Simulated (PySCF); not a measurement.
# [Pr(HCN)]3+: structure and properties

Aim: find the relaxed shape of [Pr(HCN)]3+, test it by its vibrations, and read charges and levels. It is a constructed species; whether it can be made isn't addressed.

The runs use PySCF 2.14.0; PBE0, Pr lcecp-1-SVP with ECP48, N def2-SVP, C def2-SVP, H def2-SVP; scalar-relativistic core potentials, no spin–orbit coupling.

1 further run of the same task is left out (for a known fault of the program).

**1. Starting geometry**

4 atoms, charge 3, spin multiplicity 1.

Bond lengths: Pr1–N2 2.595 Å, N2–C3 1.160 Å, C3–H4 1.070 Å. Angles: Pr1–N2–C3 180.0°, N2–C3–H4 180.0°.

As a file:

```xyz
4
CHNPr
Pr    0.0000    0.0000    0.0000
N     0.0000    0.0000    2.5950
C     0.0000    0.0000    3.7550
H     0.0000    0.0000    4.8250
```

Formal oxidation states: Pr +3. Each metal's 2 4f electrons lie in its core potential, so multiplicities, spins and levels count the valence alone.

**2. SCF at the start, singlet**

The input, run.py (the lines that set the calculation):

```python
mol = gto.M(atom='''
Pr     0.00000     0.00000     0.00000
N      0.00000     0.00000     2.59500
C      0.00000     0.00000     3.75500
H      0.00000     0.00000     4.82500''',
    basis={'Pr': 'lcecp-1-SVP', 'N': 'def2-SVP', 'C': 'def2-SVP', 'H': 'def2-SVP'},
    ecp={'Pr': 'lcecp-1-SVP'},
    charge=3, spin=0)
mf = dft.RKS(mol, xc='PBE0')
mf.grids.atom_grid = (50, 194)  # f atoms: unpruned, at least (60, 302)
mf = mf.density_fit()  # fitting sets: Pr AutoAux, N def2-universal-JKFIT, C def2-universal-JKFIT, H def2-universal-JKFIT
mf.conv_tol = 1e-08; mf.max_cycle = 55
mf.kernel(dm0)  # dm0: free metal ions and neutral atoms
```

Command:

```
$ OMP_NUM_THREADS=2 python run.py
```

The log of the run:

```text
init E= -116.301635895962
  HOMO = -1.4728773056721  LUMO = -1.22733275723396  gap/eV = 6.68161
cycle= 1 E= -123.623563614014  delta_E= -7.32  |g|=  2.2  |ddm|= 2.84
cycle= 2 E= -114.560821517726  delta_E= 9.06  |g|= 2.89  |ddm|= 4.95
  HOMO = -1.2031270751797  LUMO = -1.01244926331505  gap/eV = 5.18861
cycle= 3 E= -124.353018207505  delta_E= -9.79  |g|= 1.18  |ddm|= 4.73
  HOMO = -1.16512748491876  LUMO = -0.697155944202567  gap/eV = 12.73415
cycle= 4 E= -124.466858790731  delta_E= -0.114  |g|= 1.24  |ddm|= 1.35
  HOMO = -1.01516747328361  LUMO = -0.706561001181925  gap/eV = 8.39761
cycle= 5 E= -124.793316813421  delta_E= -0.326  |g|= 0.311  |ddm|= 0.775
  HOMO = -0.897890313471327  LUMO = -0.745641350469399  gap/eV = 4.14291
cycle= 6 E= -124.82179028469  delta_E= -0.0285  |g|= 0.129  |ddm|= 0.555
  HOMO = -0.928021377999165  LUMO = -0.72802912578539  gap/eV = 5.44207
cycle= 7 E= -124.827247827585  delta_E= -0.00546  |g|= 0.00965  |ddm|= 0.156
  HOMO = -0.92976057092068  LUMO = -0.729158461236424  gap/eV = 5.45866
cycle= 8 E= -124.827276767703  delta_E= -2.89e-05  |g|= 0.00109  |ddm|= 0.0137
  HOMO = -0.929971212163505  LUMO = -0.728755891836057  gap/eV = 5.47535
cycle= 9 E= -124.827277333557  delta_E= -5.66e-07  |g|= 0.000225  |ddm|= 0.0021
  HOMO = -0.929956923133182  LUMO = -0.728760567904353  gap/eV = 5.47483
cycle= 10 E= -124.827277351158  delta_E= -1.76e-08  |g|= 2.97e-05  |ddm|= 0.000304
  HOMO = -0.929950638421011  LUMO = -0.728766789202789  gap/eV = 5.47449
cycle= 11 E= -124.827277351525  delta_E= -3.67e-10  |g|= 5.32e-06  |ddm|= 5.82e-05
  HOMO = -0.929947504127384  LUMO = -0.728768229439641  gap/eV = 5.47437
Extra cycle  E= -124.827277351522  delta_E= 3.18e-12  |g|= 7.13e-06  |ddm|= 1.37e-05
converged SCF energy = -124.827277351522
```

Wall time 2.2 s (2 threads of Arm Neoverse V1, shared host); peak memory 0.35 GiB.

Read off: E = -124.827277 Eh, HOMO -25.31 eV, LUMO -19.83 eV, Mulliken charge on Pr1 +2.63 e. 

**3. Relaxation, singlet**

Steps are kept in the start's point group, C∞v.

The input, run.py (the lines that set the calculation):

```python
mol = gto.M(atom='''
Pr     0.00000     0.00000    -0.51371
N      0.00000     0.00000     2.08129
C      0.00000     0.00000     3.24129
H      0.00000     0.00000     4.31129''',
    basis={'Pr': 'lcecp-1-SVP', 'N': 'def2-SVP', 'C': 'def2-SVP', 'H': 'def2-SVP'},
    ecp={'Pr': 'lcecp-1-SVP'},
    charge=3, spin=0)
mf = dft.RKS(mol, xc='PBE0')
mf.grids.atom_grid = (50, 194)  # f atoms: unpruned, at least (60, 302)
mf = mf.density_fit()  # fitting sets: Pr AutoAux, N def2-universal-JKFIT, C def2-universal-JKFIT, H def2-universal-JKFIT
mf.conv_tol = 1e-08; mf.max_cycle = 55
mf.kernel(dm0)  # dm0: an SCF of this state at this start
# quasi-Newton relaxation in Cartesian coordinates to a largest gradient under 0.00045 Eh/bohr, steps kept in the point group
```

Command:

```
$ OMP_NUM_THREADS=2 python run.py
```

No log is kept here; the results follow.

Run time: 9.6 s. Hardware: 2 threads of Arm Neoverse V1, shared host.

Step by step:

```csv
step,energy from step 1 (eV),largest force component (eV/Å)
1,0.0000,1.8991
2,-0.1962,1.4787
3,-0.3202,0.7806
4,-0.3379,0.2121
5,-0.3401,0.0900
6,-0.3403,0.0104
7,-0.3403,0.0065
```

Distances of close pairs at the start and the end, largest changes first:

```csv
bond,before (Å),after (Å),change (Å)
Pr1–N2,2.595,2.321,-0.274
C3–H4,1.070,1.114,+0.044
N2–C3,1.160,1.165,+0.005
```

It ends in C∞v at E = -124.839784 Eh.

```
Pr    0.0000    0.0000   -0.3218
N     0.0000    0.0000    1.9995
C     0.0000    0.0000    3.1644
H     0.0000    0.0000    4.2780
```

**4. The relaxed geometry turned into its symmetry frame**

The input, run.py (the lines that set the calculation):

```python
mol = gto.M(atom='''
Pr     0.00000     0.00000    -0.47032
N      0.00000     0.00000     1.85096
C      0.00000     0.00000     3.01587
H      0.00000     0.00000     4.12946''',
    basis={'Pr': 'lcecp-1-SVP', 'N': 'def2-SVP', 'C': 'def2-SVP', 'H': 'def2-SVP'},
    ecp={'Pr': 'lcecp-1-SVP'},
    charge=3, spin=0)
mf = dft.RKS(mol, xc='PBE0')
mf.grids.atom_grid = (50, 194)  # f atoms: unpruned, at least (60, 302)
mf = mf.density_fit()  # fitting sets: Pr AutoAux, N def2-universal-JKFIT, C def2-universal-JKFIT, H def2-universal-JKFIT
mf.conv_tol = 1e-08; mf.max_cycle = 55
mf.kernel(dm0)  # dm0: free metal ions and neutral atoms
```

Command:

```
$ OMP_NUM_THREADS=2 python run.py
```

The log of the run:

```text
init E= -116.292854156765
  HOMO = -1.50359989809138  LUMO = -1.23928933958953  gap/eV = 7.19226
cycle= 1 E= -123.5573375611  delta_E= -7.26  |g|= 2.29  |ddm|=  2.9
  HOMO = -0.728155580096975  LUMO = -0.724104562628433  gap/eV = 0.11023
cycle= 2 E= -115.305640949591  delta_E= 8.25  |g|= 3.27  |ddm|= 5.02
  HOMO = -1.22715207459653  LUMO = -0.940407997489311  gap/eV = 7.80270
cycle= 3 E= -124.394677970735  delta_E= -9.09  |g|= 1.18  |ddm|= 4.72
  HOMO = -1.10202435506802  LUMO = -0.677665033185704  gap/eV = 11.54741
cycle= 4 E= -124.578169801187  delta_E= -0.183  |g|= 1.07  |ddm|= 1.58
  HOMO = -1.02111029207074  LUMO = -0.709962100429916  gap/eV = 8.46677
cycle= 5 E= -124.825134286336  delta_E= -0.247  |g|= 0.216  |ddm|= 0.72
  HOMO = -0.969297126669107  LUMO = -0.717819757078858  gap/eV = 6.84305
cycle= 6 E= -124.8389153503  delta_E= -0.0138  |g|= 0.0582  |ddm|= 0.268
  HOMO = -0.974350432648457  LUMO = -0.712651390934161  gap/eV = 7.12119
cycle= 7 E= -124.839761238736  delta_E= -0.000846  |g|= 0.00868  |ddm|= 0.066
  HOMO = -0.974505645730564  LUMO = -0.714135637656711  gap/eV = 7.08503
cycle= 8 E= -124.83978380516  delta_E= -2.26e-05  |g|= 0.00126  |ddm|= 0.0119
  HOMO = -0.974510782035136  LUMO = -0.713894861474579  gap/eV = 7.09172
cycle= 9 E= -124.839784203273  delta_E= -3.98e-07  |g|= 7.05e-05  |ddm|= 0.00125
  HOMO = -0.974501401304267  LUMO = -0.713898348184278  gap/eV = 7.09137
cycle= 10 E= -124.839784204638  delta_E= -1.37e-09  |g|= 2.01e-05  |ddm|= 8.69e-05
  HOMO = -0.974511888826719  LUMO = -0.713893651213192  gap/eV = 7.09178
Extra cycle  E= -124.839784204639  delta_E= -1.11e-12  |g|= 2.11e-05  |ddm|= 5.11e-05
converged SCF energy = -124.839784204639
```

Wall time 0.6 s (2 threads of Arm Neoverse V1, shared host).

Read off: E = -124.839784 Eh, HOMO -26.52 eV, LUMO -19.43 eV, Mulliken charge on Pr1 +2.55 e. 

**5. Harmonic vibrations**

Edit run.py (the lines that set the calculation) of step 4 so:

```diff
@@ -11,3 +11,4 @@
 mf = mf.density_fit()  # fitting sets: Pr AutoAux, N def2-universal-JKFIT, C def2-universal-JKFIT, H def2-universal-JKFIT
-mf.conv_tol = 1e-08; mf.max_cycle = 55
-mf.kernel(dm0)  # dm0: free metal ions and neutral atoms
+mf.conv_tol = 1e-10; mf.max_cycle = 55
+mf.kernel(dm0)  # dm0: the density of the relaxed state
+# Hessian and dipole derivatives by central differences of gradients, 0.02 bohr
```

Command:

```
$ OMP_NUM_THREADS=2 python run.py
```

The driver keeps no SCF log for this step, only its results.

Wall time 16 s (2 threads of Arm Neoverse V1, shared host).

Point group C∞v; negative numbers are unstable modes, and those under 60 cm⁻¹ are near the numerical noise:

```csv
cm⁻¹,km/mol,symmetry
259,80.5,π
259,80.5,π
377,46.3,σ+
871,12.4,π
871,12.4,π
2151,778.0,σ+
3179,218.5,σ+
```

**6. Properties on a finer grid**

The input, run.py (the lines that set the calculation):

```python
mol = gto.M(atom='''
Pr     0.00000     0.00000    -0.32177
N      0.00000     0.00000     1.99951
C      0.00000     0.00000     3.16442
H      0.00000     0.00000     4.27801''',
    basis={'Pr': 'lcecp-1-SVP', 'N': 'def2-SVP', 'C': 'def2-SVP', 'H': 'def2-SVP'},
    ecp={'Pr': 'lcecp-1-SVP'},
    charge=3, spin=0)
mf = dft.RKS(mol, xc='PBE0')
mf.grids.atom_grid = (75, 302)  # f atoms: unpruned, at least (60, 302)
mf = mf.density_fit()  # fitting sets: Pr AutoAux, N def2-universal-JKFIT, C def2-universal-JKFIT, H def2-universal-JKFIT
mf.conv_tol = 1e-09; mf.max_cycle = 55
mf.kernel(dm0)  # dm0: the density of the relaxed state
```

Command:

```
$ OMP_NUM_THREADS=2 python run.py
```

The log of the run:

```text
init E= -124.839785464875
  HOMO = -0.974508263421  LUMO = -0.713896085523873  gap/eV = 7.09162
cycle= 1 E= -124.839785464835  delta_E= 4.08e-11  |g|= 1.71e-05  |ddm|= 2.12e-05
  HOMO = -0.974503956513954  LUMO = -0.713895733623407  gap/eV = 7.09151
Extra cycle  E= -124.839785464584  delta_E= 2.51e-10  |g|= 3.81e-05  |ddm|= 3.4e-05
converged SCF energy = -124.839785464584
```

Wall time 4 s (2 threads of Arm Neoverse V1, shared host).

Read off: E = -124.839785 Eh, HOMO -26.52 eV, LUMO -19.43 eV, Mulliken charge on Pr1 +2.55 e, largest force component 0.006 eV/Å. 

Löwdin charges:

```csv
atom,value (e)
Pr1,2.41
N2,-0.09
C3,0.51
H4,0.18
```

Mulliken charges: Pr1 +2.55, N2 -0.22, C3 +0.36, H4 +0.31 e.

Contacts (the nearest donor of each ligand) and Mayer bond orders:

```csv
contact,distance (Å),bond order
Pr1–N2 (HCN),2.321,0.68
```

Mulliken populations of Pr1 outside the core potential: s 2.05, p 6.03, d 0.35, f 0.03.

Orbitals, density, ELF and potential are computed afterwards from the orbital file.

Frontier orbitals at PBE0, with the share of their density that lies nearest to each atom:

```csv
orbital,energy (eV),lies on
HOMO-1,-26.52,N2 58 %; C3 38 %
HOMO,-26.52,N2 58 %; C3 37 %
LUMO,-19.43,Pr1 99 %
```

ELF in a plane through or near 4 of the atoms.

Values, 10 rows by 14 columns:
```
0.00 0.00 0.00 0.00 0.00 0.00 0.00 0.00 0.00 0.00 0.00 0.00 0.00 0.00
0.00 0.00 0.00 0.01 0.00 0.01 0.06 0.05 0.02 0.00 0.00 0.00 0.00 0.00
0.00 0.00 0.04 0.27 0.13 0.04 0.35 0.24 0.16 0.07 0.01 0.00 0.00 0.00
0.00 0.01 0.49 0.83 0.77 0.14 0.73 0.63 0.53 0.69 0.62 0.00 0.00 0.00
0.00 0.06 0.85 0.58 0.81 0.33 0.66 0.81 0.35 0.99 0.99 0.08 0.00 0.00
0.00 0.08 0.89 0.21 0.67 0.40 0.50 0.71 0.67 1.00 1.00 0.14 0.00 0.00
0.00 0.03 0.76 0.87 0.89 0.22 0.82 0.82 0.56 0.95 0.97 0.02 0.00 0.00
0.00 0.00 0.18 0.62 0.44 0.08 0.56 0.39 0.36 0.27 0.13 0.00 0.00 0.00
0.00 0.00 0.01 0.13 0.04 0.03 0.25 0.18 0.09 0.03 0.00 0.00 0.00 0.00
0.00 0.00 0.00 0.00 0.00 0.00 0.01 0.01 0.00 0.00 0.00 0.00 0.00 0.00
```
The map spans 10.4 Å across and 5.2 Å up, centred on the molecule. Atoms in the plane (x, y in Å): Pr1 (-2.6, 0.0), N2 (-0.3, 0.0), C3 (0.9, 0.0), H4 (2.0, 0.0).

On the surface of density 0.002 e/bohr³ the electrostatic potential runs, from the 1st to the 99th percentile, from 12.92 to 23.59 V.

**7. Outcome**

| quantity | value |
| --- | --- |
| state and point group | singlet in the valence, C∞v |
| modes | 259 to 3179 cm⁻¹, none unstable |
| strongest infrared band (modes within 1.5 cm⁻¹ summed) | 2151 cm⁻¹ (778 km/mol) |
| zero-point energy | 0.494 eV |
| ideal gas, 298 K, 1 bar | S = 275.0, Cp = 54.6 J/(mol K) |
| metal–ligand contacts | 2.32 Å |
| frontier levels | HOMO -26.52 eV, LUMO -19.43 eV |
| dipole about the centre of mass | 3.78 D |
| mean polarisability | 3.8 Å³ |

What this shows: All modes are real, so the structure is a minimum. The metal carries +2.41 e by Löwdin's partition against a formal +3, and bond orders to the nearest donors reach 0.68. Both measures hang on the basis. One start shape was tried, so another isomer may lie lower. The bases are small and lack diffuse functions. Spin–orbit coupling is left out.
